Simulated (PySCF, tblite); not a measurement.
# C6H14Ge: infrared bands, NMR shifts and electronic excitations in gas and solvents

Aim: compute the infrared bands, NMR shifts and electronic excitations of C6H14Ge (`CC(C)C1[CH2][GeH2][CH2]1`), and see what a dielectric continuum does where one was used.

The runs use tblite 0.8.0 and PySCF 2.14.0, with density-fitted response routines of our own; the level of theory stands in each step. All values are computed, except where a source is named. Atoms are numbered from 0 throughout.

## 1. The molecule as given

21 atoms, charge 0, multiplicity 1; geometry from: force field or distance geometry start.

Bonds of the start (Å): C0–C1 1.54, C1–C2 1.52, C1–C3 1.55, C3–C4 1.53, C4–Ge5 1.93, Ge5–C6 1.93, C6–C3 1.54, C0–H7 1.11, C0–H8 1.11, C0–H9 1.12, C1–H10 1.12, C2–H11 1.12, C2–H12 1.13, C2–H13 1.11, C3–H14 1.11, C4–H15 1.11, C4–H16 1.11, Ge5–H17 1.55, Ge5–H18 1.56, C6–H19 1.11, C6–H20 1.12.

## 2. Geometry optimisation with GFN2-xTB

Job settings and geometry (Å):

```
{"job": {"kind": "relax", "xc": "GFN2-xTB", "basis": "xTB"}, "charge": 0, "multiplicity": 1}
C     -1.969800    -0.504600     0.877300
C     -0.902400     0.446700     0.317900
C     -1.543000     1.459900    -0.612600
C      0.209900    -0.348700    -0.414900
C      1.402000     0.499000    -0.857600
Ge     2.733400    -0.542900     0.067300
C      1.013100    -1.298200     0.501400
H     -1.544200    -1.199700     1.626700
H     -2.434400    -1.093600     0.057100
H     -2.778100     0.080800     1.393300
H     -0.452000     0.993500     1.181400
H     -2.000000     0.949800    -1.495900
H     -2.359000     2.020400    -0.073900
H     -0.806300     2.207000    -0.974600
H     -0.213600    -0.912100    -1.266900
H      1.548100     0.464000    -1.952800
H      1.392200     1.541800    -0.466700
H      3.570000    -1.448400    -0.877100
H      3.380600     0.223400     1.262000
H      0.943600    -2.359700     0.188400
H      0.801000    -1.161400     1.592100
```

Run with:

```bash
> OMP_NUM_THREADS=1 python probes_run.py task.json out
```

One launch serves the whole session: the jobs run in the order shown.

Log:

```text
step      E/eV     max force
  0    -594.77400    2.174
  1    -594.98178    0.675
  2    -595.06205    0.660
  3    -595.13405    0.557
  4    -595.19815    0.524
  5    -595.23629    0.381
  6    -595.26258    0.358
  7    -595.28012    0.300
  8    -595.29024    0.172
  9    -595.29659    0.141
 10    -595.30118    0.141
 11    -595.30452    0.112
 12    -595.30698    0.098
 13    -595.30869    0.081
 14    -595.30982    0.078
 15    -595.31054    0.059
 16    -595.31098    0.041
 17    -595.31126    0.036
 18    -595.31149    0.036
 19    -595.31174    0.044
 20    -595.31202    0.039
 21    -595.31233    0.035
 22    -595.31267    0.041
 23    -595.31309    0.054
 24    -595.31360    0.055
 25    -595.31418    0.076
 26    -595.31479    0.095
 27    -595.31552    0.101
 28    -595.31653    0.094
 29    -595.31791    0.109
 30    -595.31945    0.097
 31    -595.32078    0.080
 32    -595.32179    0.087
 33    -595.32275    0.112
 34    -595.32378    0.099
 35    -595.32477    0.077
 36    -595.32567    0.080
 37    -595.32663    0.081
 38    -595.32803    0.122
 39    -595.33029    0.153
 40    -595.33317    0.159
 41    -595.33598    0.137
 42    -595.33855    0.152
 43    -595.34018    0.151
 44    -595.34245    0.197
 45    -595.34459    0.153
 46    -595.34751    0.067
 47    -595.34793    0.054
 48    -595.34859    0.048
 49    -595.34906    0.045
 50    -595.34979    0.055
 51    -595.35056    0.064
 52    -595.35133    0.070
 53    -595.35210    0.072
 54    -595.35287    0.062
 55    -595.35376    0.052
 56    -595.35470    0.058
 57    -595.35536    0.048
 58    -595.35583    0.048
 59    -595.35623    0.050
 60    -595.35667    0.051
 61    -595.35717    0.050
 62    -595.35772    0.060
 63    -595.35830    0.067
 64    -595.35897    0.059
 65    -595.35973    0.056
 66    -595.36042    0.057
 67    -595.36098    0.048
 68    -595.36143    0.043
 69    -595.36178    0.029
 70    -595.36204    0.033
 71    -595.36224    0.027
 72    -595.36241    0.026
 73    -595.36260    0.023
 74    -595.36284    0.026
 75    -595.36308    0.024
 76    -595.36325    0.024
 77    -595.36338    0.026
 78    -595.36350    0.024
 79    -595.36362    0.021
 80    -595.36373    0.021
 81    -595.36380    0.016
 82    -595.36384    0.011
 83    -595.36386    0.007
```

It took 1.1 s on 1 thread of AMD EPYC 7R43, shared host; peak memory 0.18 GiB.

Along the way: (not every step is listed)

```csv
step,energy from step 0 (eV),largest force (eV/Å)
0,0.0000,2.1742
1,-0.2078,0.6747
2,-0.2880,0.6595
3,-0.3601,0.5570
4,-0.4242,0.5240
5,-0.4623,0.3814
6,-0.4886,0.3579
7,-0.5061,0.3005
8,-0.5162,0.1715
15,-0.5365,0.0594
22,-0.5387,0.0415
29,-0.5439,0.1089
36,-0.5517,0.0800
43,-0.5662,0.1508
50,-0.5758,0.0546
57,-0.5814,0.0477
64,-0.5850,0.0593
71,-0.5882,0.0271
78,-0.5895,0.0241
79,-0.5896,0.0207
80,-0.5897,0.0206
81,-0.5898,0.0164
82,-0.5898,0.0110
83,-0.5899,0.0067
```

Distances of close pairs at the start and the end, largest changes first:

```csv
bond,before (Å),after (Å),change (Å)
C4–Ge5,1.927,1.984,+0.057
Ge5–C6,1.928,1.983,+0.055
Ge5–H18,1.560,1.513,-0.047
Ge5–H17,1.553,1.508,-0.045
C2–H12,1.127,1.088,-0.039
C0–H9,1.124,1.088,-0.036
C6–H20,1.120,1.090,-0.030
C2–H11,1.118,1.088,-0.029
```

The next job starts from the end point, and lists it.

## 3. Harmonic vibrations with GFN2-xTB

Job settings and geometry (Å):

```
{"job": {"kind": "ir", "xc": "GFN2-xTB", "basis": "xTB"}, "charge": 0, "multiplicity": 1}
C     -1.989630    -0.578411     0.773130
C     -0.950227     0.442533     0.313059
C     -1.566542     1.386641    -0.718140
C      0.279561    -0.260366    -0.261806
C      1.423800     0.682330    -0.694329
Ge     2.742392    -0.679667    -0.108871
C      1.017594    -1.186994     0.728917
H     -1.581273    -1.231378     1.540226
H     -2.311809    -1.193059    -0.065138
H     -2.862016    -0.074261     1.183317
H     -0.633706     1.033496     1.181940
H     -1.874960     0.831502    -1.602051
H     -2.441042     1.883211    -0.302984
H     -0.854102     2.149194    -1.022486
H     -0.034223    -0.851325    -1.127636
H      1.372028     1.010433    -1.729620
H      1.457330     1.565727    -0.056631
H      3.259720    -1.607676    -1.179388
H      3.926072    -0.286924     0.746960
H      0.669514    -2.216908     0.728018
H      0.942600    -0.801156     1.745598
```

Log:

```text
mode    cm-1     km/mol
  1      83.7      0.15
  2      89.3      0.01
  3     176.6      0.15
  4     205.0      0.02
  5     224.2      0.34
  6     264.5      2.79
  7     344.7      8.25
  8     376.9     13.05
  9     410.7      0.02
 10     418.4     16.22
 11     471.5      1.60
 12     512.2      5.91
 13     562.4    112.66
 14     614.9    100.50
 15     661.6     20.19
 16     738.5     11.30
 17     806.2    168.60
 18     833.4    161.63
 19     859.2     42.81
 20     935.5      1.88
 21     946.6      1.58
 22     980.3      0.31
 23    1008.3      5.88
 24    1011.4      0.16
 25    1072.9      5.22
 26    1077.3      5.88
 27    1145.8      0.07
 28    1163.3      0.80
 29    1171.2      7.01
 30    1178.3      4.44
 31    1214.8      4.45
 32    1284.6      2.69
 33    1287.7      2.01
 34    1323.0      2.81
 35    1358.4      3.63
 36    1408.2      3.62
 37    1421.0      1.96
 38    1451.1      0.75
 39    1456.2      1.08
 40    1499.4      0.23
 41    1501.5      0.81
 42    1508.7      1.60
 43    1512.5      3.83
 44    1875.6    368.53
 45    1966.6    557.37
 46    2908.4     38.21
 47    2929.6     47.74
 48    2968.1      1.05
 49    2972.7     88.10
 50    2997.5     51.67
 51    2999.3     26.26
 52    3022.6      2.34
 53    3025.9      2.25
 54    3027.2    102.17
 55    3032.8     89.15
 56    3042.7     26.58
 57    3043.5     37.42
```

It took 1.2 s on 1 thread of AMD EPYC 7R43, shared host; peak memory 0.18 GiB.

Which atoms move in the most intense modes:

```csv
cm⁻¹,km/mol,atoms
562,112.7,"H18 44 %, H17 40 %"
615,100.5,"C4 30 %, C6 29 %, Ge5 14 %"
806,168.6,"H18 31 %, H17 19 %, C6 11 %, C4 11 %"
833,161.6,"H17 31 %, H18 15 %, H19 12 %, H15 12 %"
1876,368.5,"H18 70 %, H17 29 %"
1967,557.4,"H17 70 %, H18 28 %"
3027,102.2,"H8 42 %, H11 22 %, H9 17 %"
3033,89.2,"H9 34 %, H12 26 %, H8 16 %, H11 11 %"
```

## 4. Geometry optimisation at PBE0-D3(BJ)/def2-SVP

Job settings and geometry (Å):

```
{"job": {"xc": "PBE0", "basis": "def2-SVP", "d3": "d3bj", "grid": 1, "shake": 0.01, "kind": "geom"}, "charge": 0, "multiplicity": 1}
C     -1.969220    -0.603970     0.777310
C     -0.955900     0.438010     0.310900
C     -1.586740     1.384320    -0.726790
C      0.312790    -0.258110    -0.265330
C      1.420990     0.675650    -0.704880
Ge     2.738480    -0.674850    -0.111260
C      1.027170    -1.188990     0.729160
H     -1.565810    -1.225930     1.535170
H     -2.313640    -1.187650    -0.045790
H     -2.864710    -0.076700     1.193340
H     -0.642570     1.030580     1.190770
H     -1.869160     0.832420    -1.595350
H     -2.469320     1.893420    -0.312580
H     -0.870790     2.151960    -1.015480
H     -0.038670    -0.862090    -1.127370
H      1.371500     1.024490    -1.722150
H      1.459270     1.576840    -0.058690
H      3.250460    -1.601840    -1.173560
H      3.923920    -0.294750     0.749250
H      0.644580    -2.210010     0.732930
H      0.926210    -0.800540     1.735960
```

Log:

```text
step   0  E = -2313.07699607  max force = 0.043766
step   1  E = -2313.08392345  max force = 0.006764
step   2  E = -2313.08419614  max force = 0.000870
step   3  E = -2313.08421072  max force = 0.000344
optimisation converged
```

Run time: 87 s. Hardware: 1 thread of AMD EPYC 7R43, shared host; peak memory 0.81 GiB.

The steps of the relaxation:

```csv
step,energy from step 0 (eV),largest force component (eV/Å)
0,0.0000,2.2505
1,-0.1885,0.3478
2,-0.1959,0.0447
3,-0.1963,0.0177
```

Distances of close pairs at the start and the end, largest changes first:

```csv
bond,before (Å),after (Å),change (Å)
Ge5–H17,1.500,1.541,+0.041
C0–H7,1.060,1.100,+0.040
C3–C4,1.514,1.553,+0.039
C0–H8,1.066,1.103,+0.037
C2–H11,1.067,1.103,+0.036
Ge5–H18,1.513,1.541,+0.028
C1–C3,1.558,1.531,-0.027
C4–H15,1.077,1.098,+0.022
```

The end geometry stands in the next job.

```csv
at the end point,value
"rotational constants (GHz, main isotopes)","4.273, 0.868, 0.756"
dipole moment (D),0.41
```

## 5. Nuclear shieldings: PBE0/pcSseg-1

Job settings and geometry (Å):

```
{"job": {"kind": "nmr", "xc": "PBE0", "basis": "pcSseg-1"}, "charge": 0, "multiplicity": 1}
C     -1.979915    -0.526798     0.779269
C     -0.934050     0.476715     0.308642
C     -1.504802     1.399901    -0.761460
C      0.337710    -0.222978    -0.177258
C      1.501964     0.708465    -0.612595
Ge     2.765866    -0.673720     0.007082
C      1.046509    -1.143183     0.853554
H     -1.584730    -1.194257     1.559168
H     -2.321125    -1.157651    -0.058714
H     -2.864595    -0.017067     1.191869
H     -0.640443     1.099633     1.176443
H     -1.780329     0.827959    -1.663410
H     -2.411883     1.911879    -0.404161
H     -0.781400     2.171691    -1.064049
H      0.064854    -0.846570    -1.050575
H      1.495799     1.047052    -1.657237
H      1.569828     1.593331     0.042766
H      3.242073    -1.655442    -1.080559
H      3.958865    -0.262884     0.892504
H      0.704998    -2.186328     0.894428
H      0.998717    -0.718315     1.870224
```

Method: GIAO PBE0/pcSseg-1 NMR shielding, non-relativistic, gas phase.

Log:

```text
coarse grid: 73104 points
cycle   1  E = -2313.1432531179  dE = -1.668e-01  |g| = 9.507e-01  |ddm| = 3.996e+00
cycle   2  E = -2313.0729985753  dE =  7.025e-02  |g| = 1.052e+00  |ddm| = 1.292e+00
cycle   3  E = -2313.2386563729  dE = -1.657e-01  |g| = 1.260e-01  |ddm| = 9.028e-01
cycle   4  E = -2313.2423253948  dE = -3.669e-03  |g| = 5.158e-02  |ddm| = 1.787e-01
cycle   5  E = -2313.2429354769  dE = -6.101e-04  |g| = 6.033e-03  |ddm| = 5.150e-02
cycle   6  E = -2313.2429440119  dE = -8.535e-06  |g| = 1.794e-03  |ddm| = 8.931e-03
final grid: 155496 points
cycle   7  E = -2313.2429074105  dE =  1.159e-07  |g| = 2.112e-03  |ddm| = 4.990e-03
cycle   8  E = -2313.2429068928  dE =  5.178e-07  |g| = 2.664e-03  |ddm| = 4.432e-03
cycle   9  E = -2313.2429084759  dE = -1.583e-06  |g| = 1.624e-04  |ddm| = 2.333e-03
cycle  10  E = -2313.2429084799  dE = -3.988e-09  |g| = 2.110e-05  |ddm| = 1.372e-04
cycle  11  E = -2313.2429084800  dE = -1.082e-10  |g| = 3.938e-06  |ddm| = 2.304e-05
converged SCF energy = -2313.2429084800

GIAO shielding tensors (ppm)
atom      isotropic    diamagn.    paramagn.     s11        s22        s33       span
  0 C      163.236     247.123     -83.887    150.248    154.672    184.788     34.540
  1 C      142.657     244.188    -101.531    126.785    140.886    160.301     33.516
  2 C      163.049     247.124     -84.074    149.611    154.845    184.691     35.079
  3 C      138.124     249.051    -110.927    115.017    135.379    163.974     48.957
  4 C      162.467     249.519     -87.052    142.308    155.364    189.729     47.420
  5 Ge    1484.764    2757.689   -1272.925   1412.554   1511.520   1530.219    117.665
  6 C      162.601     249.483     -86.882    142.270    155.647    189.884     47.614
  7 H       29.973      30.747      -0.775     24.598     30.180     35.140     10.543
  8 H       30.886      30.633       0.253     27.534     28.548     36.575      9.040
  9 H       30.412      29.490       0.922     26.116     27.549     37.572     11.456
 10 H       30.315      33.045      -2.730     28.046     29.453     33.447      5.401
 11 H       30.892      30.673       0.219     27.446     28.701     36.529      9.083
 12 H       30.418      29.487       0.931     26.079     27.642     37.532     11.453
 13 H       29.951      30.690      -0.739     24.658     29.963     35.232     10.574
 14 H       29.464      34.512      -5.048     27.139     29.615     31.638      4.498
 15 H       29.695      30.876      -1.181     24.450     27.874     36.762     12.312
 16 H       30.088      31.351      -1.263     26.018     29.703     34.541      8.523
 17 H       26.767      28.967      -2.199     20.871     22.068     37.363     16.492
 18 H       26.665      28.385      -1.720     20.278     21.413     38.304     18.026
 19 H       29.690      30.863      -1.173     24.445     27.860     36.765     12.320
 20 H       30.081      31.320      -1.239     26.000     29.682     34.562      8.563
```

It took 49 s on 1 thread of AMD EPYC 7R43, shared host; peak memory 0.93 GiB.

Shifts follow as δ = σ(reference) − σ, with reference shieldings (ppm) from runs at the same level and on the same kind of geometry: 1H TMS 31.27, 13C TMS 184.4, 73Ge GeMe4 1330. The references are single molecules in the gas phase. Atoms listed in one row are averaged.

```csv
atoms,environment,σ (ppm),δ (ppm)
C3,sp3 CH in a ring,138.1,46.3
C1,sp3 CH,142.7,41.8
"C4, C6",sp3 CH2 bonded to Ge,162.5,21.9
"C0, C2",methyl carbon,163.1,21.3
H18,"hydrogen on a germanium bonded to 2 C, in a 4-membered ring",26.67,4.60
H17,"hydrogen on a germanium bonded to 2 C, in a 4-membered ring",26.77,4.50
H14,hydrogen on an sp3 CH in a ring,29.46,1.80
"H15, H19",hydrogen on an sp3 CH2 bonded to Ge,29.69,1.57
"H16, H20",hydrogen on an sp3 CH2 bonded to Ge,30.08,1.18
H10,hydrogen on an sp3 CH,30.32,0.95
"H7, H8, H9, H11, H12, H13",hydrogen on a methyl carbon,30.42,0.85
Ge5,"germanium bonded to 2 C, 2 H, in a 4-membered ring",1485,-154
```

Charges from the same density, by scheme (e):

```csv
atoms,Mulliken,IAO,Hirshfeld,ESP fit
"C0, C2",-0.21,-0.41,-0.12,-0.53
C1,-0.31,-0.09,-0.02,0.28
C3,-0.29,-0.09,-0.02,0.29
"C4, C6",-0.38,-0.50,-0.16,-0.45
Ge5,0.38,0.60,0.33,0.33
```

Mayer bond orders: C0–C1 1.04, C1–C2 1.04, C1–C3 0.94, C3–C4 0.96, C4–Ge5 0.96, Ge5–C6 0.96, C6–C3 0.96.

Ring of atoms C3, C4, Ge5, C6: NICS(0) -1.8, NICS(1) -1.7, NICS(1)zz 5.6 ppm (means of both faces).

## 6. Ultraviolet spectrum: CAM-B3LYP/def2-SVPD

Same as in step 5 but for these lines:

```diff
@@ -1,2 +1,2 @@
-{"job": {"kind": "nmr", "xc": "PBE0", "basis": "pcSseg-1"}, "charge": 0, "multiplicity": 1}
+{"job": {"kind": "uv", "xc": "CAM-B3LYP", "basis": "def2-SVPD", "ip": true, "dynamic": true}, "charge": 0, "multiplicity": 1}
 C     -1.979915    -0.526798     0.779269
```

Level: TDDFT CAM-B3LYP/def2-SVPD, vertical, gas phase, core orbitals frozen in the response.

Log:

```text
coarse grid: 73104 points
cycle   1  E = -2313.5471340965  dE =  4.625e-02  |g| = 5.202e-01  |ddm| = 8.226e+00
cycle   2  E = -2313.5516528405  dE = -4.519e-03  |g| = 5.285e-01  |ddm| = 1.578e+00
cycle   3  E = -2313.5987645761  dE = -4.711e-02  |g| = 3.479e-02  |ddm| = 9.263e-01
cycle   4  E = -2313.5989630179  dE = -1.984e-04  |g| = 2.412e-02  |ddm| = 1.308e-01
cycle   5  E = -2313.5991090944  dE = -1.461e-04  |g| = 2.066e-03  |ddm| = 5.291e-02
cycle   6  E = -2313.5991100847  dE = -9.902e-07  |g| = 8.064e-04  |ddm| = 6.394e-03
final grid: 155496 points
cycle   7  E = -2313.5990542586  dE = -1.182e-07  |g| = 7.723e-04  |ddm| = 1.222e-02
cycle   8  E = -2313.5990542591  dE = -4.870e-10  |g| = 7.720e-04  |ddm| = 2.927e-03
cycle   9  E = -2313.5990543807  dE = -1.216e-07  |g| = 4.414e-05  |ddm| = 1.488e-03
cycle  10  E = -2313.5990543812  dE = -5.048e-10  |g| = 1.241e-05  |ddm| = 1.186e-04
converged SCF energy = -2313.5990543812

Static polarisability (au): isotropic 102.410, principal 87.475 95.296 124.458

Singlet excitations
state   eV       nm        f      main configurations
  1   7.0510    175.8   0.01464   H->L 0.88
  2   7.2894    170.1   0.06812   H-1->L 0.76, H->L+1 0.20
  3   7.4023    167.5   0.00028   H-1->L+1 0.82, H-1->L+4 0.11
  4   7.5011    165.3   0.09504   H->L+1 0.65, H-1->L 0.14, H->L+4 0.11
  5   7.8600    157.7   0.07465   H-1->L+2 0.65, H-1->L+4 0.19
  6   7.9404    156.1   0.17898   H->L+2 0.76
  7   8.0621    153.8   0.00114   H-2->L 0.37, H-4->L 0.27, H-1->L+3 0.17
  8   8.1158    152.8   0.01519   H->L+3 0.89
  9   8.2214    150.8   0.00008   H-1->L+3 0.59, H-2->L 0.13, H-4->L 0.09
 10   8.4395    146.9   0.04011   H->L+4 0.63, H->L+6 0.11

Triplet excitations (Tamm-Dancoff, eV): 6.3296 6.6121 7.1869 7.2012
Vertical ionisation energy (delta-SCF) = 9.6091 eV
```

It took 8.5 min on 1 thread of AMD EPYC 7R43, shared host; peak memory 1.3 GiB.

Frontier orbitals and where they lie:

```csv
orbital,eV,atoms
HOMO−3,-10.35,"C3 15 %, C1 15 %, C6 13 %"
HOMO−2,-10.14,"C3 17 %, C1 12 %, H14 10 %"
HOMO−1,-9.08,"C6 27 %, C4 26 %, Ge5 25 %"
HOMO,-9.00,"Ge5 18 %, C3 16 %, C4 15 %"
LUMO,1.18,"Ge5 31 %, H18 10 %, C6 10 %"
LUMO+1,1.23,"Ge5 48 %, H18 9 %, H17 9 %"
LUMO+2,1.50,"C2 13 %, C0 13 %, Ge5 10 %"
```

With each of the 10 states as a Gaussian band of 0.4 eV half-width at 1/e, the curve within the window shown has maxima at 158 nm (ε 13,000) L/(mol cm). Beyond the last state computed it falls off for lack of states. The curve at chosen wavelengths:

```json
{"nm": "142", "ε (L/mol/cm)": "1141"}
{"nm": "144", "ε (L/mol/cm)": "1962"}
{"nm": "146", "ε (L/mol/cm)": "3115"}
{"nm": "148", "ε (L/mol/cm)": "4691"}
{"nm": "150", "ε (L/mol/cm)": "6702"}
{"nm": "152", "ε (L/mol/cm)": "8932"}
{"nm": "154", "ε (L/mol/cm)": "10944"}
{"nm": "156", "ε (L/mol/cm)": "12281"}
{"nm": "158", "ε (L/mol/cm)": "12723"}
{"nm": "160", "ε (L/mol/cm)": "12372"}
{"nm": "162", "ε (L/mol/cm)": "11527"}
{"nm": "164", "ε (L/mol/cm)": "10478"}
{"nm": "166", "ε (L/mol/cm)": "9385"}
{"nm": "168", "ε (L/mol/cm)": "8278"}
{"nm": "170", "ε (L/mol/cm)": "7139"}
{"nm": "172", "ε (L/mol/cm)": "5967"}
{"nm": "174", "ε (L/mol/cm)": "4801"}
{"nm": "176", "ε (L/mol/cm)": "3705"}
{"nm": "178", "ε (L/mol/cm)": "2739"}
{"nm": "180", "ε (L/mol/cm)": "1942"}
{"nm": "182", "ε (L/mol/cm)": "1321"}
{"nm": "184", "ε (L/mol/cm)": "864"}
{"nm": "186", "ε (L/mol/cm)": "545"}
{"nm": "188", "ε (L/mol/cm)": "331"}
{"nm": "190", "ε (L/mol/cm)": "195"}
{"nm": "192", "ε (L/mol/cm)": "111"}
```

Further results of this job:

```csv
property,computed
dipole moment (D),0.34
polarisability (Å³),15.18
HOMO–LUMO gap (eV),10.18
−ε(HOMO) (eV),9.00
C6 with itself (au),4164
```

[end of part 1 of 2]
